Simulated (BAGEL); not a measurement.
**CH5BFN (SMILES CB(N)F) at 4 levels**

We compute a comparison of 4 runs (B3LYP/6-31G*, B3LYP/cc-pVDZ, PBE0/cc-pVDZ, RI-MP2/cc-pVDZ) of CH5BFN. 

The results are computed with BAGEL 1.2.2.

30 further runs of the same task are left out: 30 set aside as unsound or not needed.

## (1) Starting point

The species is CH5BFN (9 atoms), meant as a singlet with charge 0. SMILES: `CB(N)F`. The coordinates come from a PBE0-D4/def2-TZVP relaxation.

Bond lengths: C1–B2 1.566 Å, B2–N3 1.396 Å, B2–F4 1.347 Å, C1–H5 1.094 Å, C1–H6 1.091 Å, C1–H7 1.094 Å, N3–H8 1.006 Å, N3–H9 1.003 Å. Some angles: C1–B2–N3 124.5°, C1–B2–F4 118.6°, N3–B2–F4 116.9°, B2–C1–H5 110.2°, B2–C1–H6 113.8°, B2–C1–H7 110.2°, B2–N3–H8 122.4°, B2–N3–H9 123.0°, H5–C1–H6 108.1°, H5–C1–H7 106.2°.

## (2) The energy at B3LYP/6-31G(d) (density fitting with qzvpp-jkfit, spherical functions) (run 1)

calc.json reads:

```json
{ "bagel": [

{
  "title": "molecule",
  "basis": "6-31gs.json",
  "df_basis": "qzvpp-jkfit",
  "angstrom": "true",
  "geometry": [
    { "atom": "C", "xyz": [   -0.428400,    0.964700,   -0.539000 ] },
    { "atom": "B", "xyz": [    0.098200,   -0.482300,   -0.251400 ] },
    { "atom": "N", "xyz": [    0.546200,   -0.928100,    0.993800 ] },
    { "atom": "F", "xyz": [    0.128500,   -1.370900,   -1.263800 ] },
    { "atom": "H", "xyz": [    0.176600,    1.438400,   -1.318100 ] },
    { "atom": "H", "xyz": [   -0.424000,    1.616300,    0.336600 ] },
    { "atom": "H", "xyz": [   -1.450400,    0.924300,   -0.928000 ] },
    { "atom": "H", "xyz": [    0.878700,   -1.865200,    1.143700 ] },
    { "atom": "H", "xyz": [    0.563100,   -0.343500,    1.809000 ] }
  ]
},
{
  "title": "ks",
  "xc_func": "b3lyp"
},
{
  "title": "print",
  "file": "orbitals.molden",
  "orbitals": "true"
}

]}
```

The basis set 6-31G* is read from a file made from the Basis Set Exchange's data (not shown).

Launch:

```
$ BAGEL_NUM_THREADS=1 BAGEL calc.json > calc.out
```

What it wrote:

```text
* using 1 threads per process

  ===============================================================
  ===============================================================

  *** Geometry ***

  { "atom" : "C", "xyz" : [     -0.809559,      1.823019,     -1.018562 ] },
  { "atom" : "B", "xyz" : [      0.185571,     -0.911415,     -0.475077 ] },
  { "atom" : "N", "xyz" : [      1.032168,     -1.753855,      1.878010 ] },
  { "atom" : "F", "xyz" : [      0.242830,     -2.590626,     -2.388236 ] },
  { "atom" : "H", "xyz" : [      0.333726,      2.718182,     -2.490848 ] },
  { "atom" : "H", "xyz" : [     -0.801244,      3.054364,      0.636082 ] },
  { "atom" : "H", "xyz" : [     -2.740859,      1.746674,     -1.753666 ] },
  { "atom" : "H", "xyz" : [      1.660502,     -3.524717,      2.161280 ] },
  { "atom" : "H", "xyz" : [      1.064105,     -0.649121,      3.418515 ] },

  Number of auxiliary basis functions:      394

  Since a DF basis is specified, we compute 2- and 3-index integrals:
    o Being stored without compression. Storage requirement is 0.014 GB

  Number of basis functions:       66
  Number of electrons      :       32

    * METHOD: MOLECULE                             0.14

  *** Kohn-Sham DFT ***

    * Removing 16605 points whose weight is below 1.00e-10
    * Grid points: 117549

  === Nuclear Repulsion ===
   113.1100331568

       - DIIS with orbital gradients will be used.

  === KS iteration (b3lyp / 6-31gs.json) ===
      0       -187.99205638          0.16988968           0.30
      1       -137.38065580          0.16885939           0.29
      2       -183.58233542          0.18056154           0.35
      3       -205.06298504          0.13455661           0.28
      4       -208.85136841          0.14577886           0.28
      5       -207.51564038          0.15035331           0.28
[... 14 lines of this table left out ...]
     20       -220.67376559          0.00000001           0.28
     21       -220.67376559          0.00000000           0.28
    * SCF iteration converged.

    * Permanent dipole moment:
           (   -0.160150,    -0.125404,    -0.806799) a.u.

    * METHOD: KS                                   6.81

    * METHOD: PRINT                                0.01

  ===============================================================
```

Run time: 8.1 s. Hardware: 1 thread of Intel Xeon Platinum 8488C (Sapphire Rapids), shared host; peak memory 0.36 GiB.

## (3) A single-point energy at B3LYP/cc-pVDZ (density fitting with qzvpp-jkfit) (run 2)

input.json reads:

```json
{ "bagel": [

{
  "title": "molecule",
  "basis": "cc-pvdz.json",
  "df_basis": "qzvpp-jkfit",
  "angstrom": true,
  "geometry": [
    { "atom": "C", "xyz": [   -0.428400,    0.964700,   -0.539000 ] },
    { "atom": "B", "xyz": [    0.098200,   -0.482300,   -0.251400 ] },
    { "atom": "N", "xyz": [    0.546200,   -0.928100,    0.993800 ] },
    { "atom": "F", "xyz": [    0.128500,   -1.370900,   -1.263800 ] },
    { "atom": "H", "xyz": [    0.176600,    1.438400,   -1.318100 ] },
    { "atom": "H", "xyz": [   -0.424000,    1.616300,    0.336600 ] },
    { "atom": "H", "xyz": [   -1.450400,    0.924300,   -0.928000 ] },
    { "atom": "H", "xyz": [    0.878700,   -1.865200,    1.143700 ] },
    { "atom": "H", "xyz": [    0.563100,   -0.343500,    1.809000 ] }
  ]
},
{ "title": "ks", "xc_func": "b3lyp" },
{ "title": "print", "file": "orbitals.molden", "orbitals": true }

]}
```

The basis set cc-pVDZ is read from a file made from the Basis Set Exchange's data (not shown).

Launch:

```
$ BAGEL_NUM_THREADS=1 BAGEL input.json > input.out
```

What it wrote:

```text
* using 1 threads per process

  ===============================================================
  ===============================================================

  *** Geometry ***

  { "atom" : "C", "xyz" : [     -0.809559,      1.823019,     -1.018562 ] },
  { "atom" : "B", "xyz" : [      0.185571,     -0.911415,     -0.475077 ] },
  { "atom" : "N", "xyz" : [      1.032168,     -1.753855,      1.878010 ] },
  { "atom" : "F", "xyz" : [      0.242830,     -2.590626,     -2.388236 ] },
  { "atom" : "H", "xyz" : [      0.333726,      2.718182,     -2.490848 ] },
  { "atom" : "H", "xyz" : [     -0.801244,      3.054364,      0.636082 ] },
  { "atom" : "H", "xyz" : [     -2.740859,      1.746674,     -1.753666 ] },
  { "atom" : "H", "xyz" : [      1.660502,     -3.524717,      2.161280 ] },
  { "atom" : "H", "xyz" : [      1.064105,     -0.649121,      3.418515 ] },

  Number of auxiliary basis functions:      394

  Since a DF basis is specified, we compute 2- and 3-index integrals:
    o Being stored without compression. Storage requirement is 0.021 GB

  Number of basis functions:       81
  Number of electrons      :       32

    * METHOD: MOLECULE                             0.21

  *** Kohn-Sham DFT ***

    * Removing 16605 points whose weight is below 1.00e-10
    * Grid points: 117549

  === Nuclear Repulsion ===
   113.1100331568

       - DIIS with orbital gradients will be used.

  === KS iteration (b3lyp / cc-pvdz.json) ===
      0       -188.01239599          0.12437526           0.41
      1       -137.66508662          0.15525749           0.40
      2       -183.99466659          0.15063612           0.34
      3       -207.89285456          0.09232917           0.34
      4       -219.98215598          0.03517478           0.34
      5       -220.40208492          0.02632239           0.33
      6       -220.45178302          0.02174064           0.33
      7       -220.67058132          0.00755116           0.33
      8       -220.68969089          0.00233145           0.34
      9       -220.69176422          0.00066884           0.33
     10       -220.69193127          0.00034358           0.33
     11       -220.69199821          0.00002329           0.34
     12       -220.69199842          0.00000770           0.34
     13       -220.69199845          0.00000241           0.34
     14       -220.69199845          0.00000065           0.33
     15       -220.69199845          0.00000022           0.33
     16       -220.69199845          0.00000007           0.33
     17       -220.69199845          0.00000002           0.33
     18       -220.69199845          0.00000001           0.33
     19       -220.69199845          0.00000000           0.33
    * SCF iteration converged.

    * Permanent dipole moment:
           (   -0.161670,    -0.154298,    -0.850104) a.u.

    * METHOD: KS                                   7.53

    * METHOD: PRINT                                0.01

  ===============================================================
```

Run time: 8.7 s. Hardware: 1 thread of Intel Xeon Platinum 8488C (Sapphire Rapids), shared host; peak memory 0.42 GiB.

Run 3 isn't shown in full; the table further down has it.

## (4) A single-point energy at RI-MP2/cc-pVDZ (density fitting with qzvpp-jkfit) (run 4)

calc.json reads:

```json
{ "bagel" : [

{
  "title" : "molecule",
  "basis" : "cc-pvdz.json",
  "df_basis" : "qzvpp-jkfit",
  "angstrom" : true,
  "geometry" : [
    { "atom" : "C", "xyz" : [   -0.428400,    0.964700,   -0.539000 ] },
    { "atom" : "B", "xyz" : [    0.098200,   -0.482300,   -0.251400 ] },
    { "atom" : "N", "xyz" : [    0.546200,   -0.928100,    0.993800 ] },
    { "atom" : "F", "xyz" : [    0.128500,   -1.370900,   -1.263800 ] },
    { "atom" : "H", "xyz" : [    0.176600,    1.438400,   -1.318100 ] },
    { "atom" : "H", "xyz" : [   -0.424000,    1.616300,    0.336600 ] },
    { "atom" : "H", "xyz" : [   -1.450400,    0.924300,   -0.928000 ] },
    { "atom" : "H", "xyz" : [    0.878700,   -1.865200,    1.143700 ] },
    { "atom" : "H", "xyz" : [    0.563100,   -0.343500,    1.809000 ] }
  ]
},
{
  "title" : "hf"
},
{
  "title" : "mp2",
  "ncore" : 4
}

]}
```

The basis set cc-pVDZ is read from a file made from the Basis Set Exchange's data (not shown).

Launch:

```
$ BAGEL_NUM_THREADS=1 BAGEL calc.json > calc.out
```

What it wrote:

```text
* using 1 threads per process

  ===============================================================
  ===============================================================

  *** Geometry ***

  { "atom" : "C", "xyz" : [     -0.809559,      1.823019,     -1.018562 ] },
  { "atom" : "B", "xyz" : [      0.185571,     -0.911415,     -0.475077 ] },
  { "atom" : "N", "xyz" : [      1.032168,     -1.753855,      1.878010 ] },
  { "atom" : "F", "xyz" : [      0.242830,     -2.590626,     -2.388236 ] },
  { "atom" : "H", "xyz" : [      0.333726,      2.718182,     -2.490848 ] },
  { "atom" : "H", "xyz" : [     -0.801244,      3.054364,      0.636082 ] },
  { "atom" : "H", "xyz" : [     -2.740859,      1.746674,     -1.753666 ] },
  { "atom" : "H", "xyz" : [      1.660502,     -3.524717,      2.161280 ] },
  { "atom" : "H", "xyz" : [      1.064105,     -0.649121,      3.418515 ] },

  Number of auxiliary basis functions:      394

  Since a DF basis is specified, we compute 2- and 3-index integrals:
    o Being stored without compression. Storage requirement is 0.021 GB

  Number of basis functions:       81
  Number of electrons      :       32

    * METHOD: MOLECULE                             0.22

  *** RHF ***

  === Nuclear Repulsion ===
   113.1100331568

      * DIIS with orbital gradients will be used.

  === RHF iteration (cc-pvdz.json) ===
      0       -219.21847842          0.01944861           0.04
      1       -219.42907997          0.01004161           0.04
      2       -219.48632956          0.00163538           0.04
      3       -219.48797102          0.00054830           0.04
      4       -219.48812649          0.00008664           0.04
      5       -219.48813216          0.00002865           0.04
      6       -219.48813278          0.00001323           0.05
      7       -219.48813292          0.00000210           0.05
      8       -219.48813292          0.00000088           0.05
      9       -219.48813292          0.00000026           0.04
     10       -219.48813292          0.00000008           0.04
     11       -219.48813292          0.00000003           0.04
     12       -219.48813292          0.00000001           0.04
    * SCF iteration converged.

    * Permanent dipole moment:
           (   -0.142878,    -0.233866,    -0.876129) a.u.

    * METHOD: HF                                   0.63

  *** RHF ***

  === Nuclear Repulsion ===
   113.1100331568

      * DIIS with orbital gradients will be used.

  === RHF iteration (cc-pvdz.json) ===
      0       -219.48813292          0.00000000           0.04
    * SCF iteration converged.

    * Permanent dipole moment:
           (   -0.142878,    -0.233866,    -0.876129) a.u.

  === DF-MP2 calculation ===

    * freezing 4 orbitals
    * 3-index integral transformation done
    * assembly done

      MP2 correlation energy:   -0.5837497769      0.03

      MP2 total energy:       -220.0718826985

    * METHOD: MP2                                  0.12

  ===============================================================
```

It took 1.9 s on 1 thread of Intel Xeon Platinum 8488C (Sapphire Rapids), shared host; peak memory 0.09 GiB.

## (5) All runs side by side

```
run                                                                 level  frozen core orbitals  energy (Eh)  dipole moment (D)  HOMO energy (eV)  LUMO energy (eV)  wall time
  1  B3LYP/6-31G* (density fitting with qzvpp-jkfit, spherical functions)                     –  -220.673766               2.11             -7.54              1.87      8.1 s
  2                      B3LYP/cc-pVDZ (density fitting with qzvpp-jkfit)                     –  -220.691998               2.23             -7.69              1.47      8.7 s
  3                       PBE0/cc-pVDZ (density fitting with qzvpp-jkfit)                     –  -220.443784               2.25             -7.99              1.87      8.1 s
  4                     RI-MP2/cc-pVDZ (density fitting with qzvpp-jkfit)                     4  -220.071883                  –                 –                 –      1.9 s
```

## (6) Outcome

| quantity | value |
| --- | --- |
| run 4: total energy | -220.07188 Eh |
| run 4: correlation energy (4 core orbitals frozen) | -583.7 mEh |

**Reading.** Over runs 1, 2, 3 the dipole moment (its size) runs from 2.11 D (B3LYP/6-31G*) to 2.25 D (PBE0/cc-pVDZ). The two ends differ in method and basis. Over runs 1, 2, 3 the HOMO–LUMO gap runs from 9.16 eV (B3LYP/cc-pVDZ) to 9.86 eV (PBE0/cc-pVDZ). Totals of different functionals can't be ranked against each other. All runs together took 27 s, the longest 8.7 s.
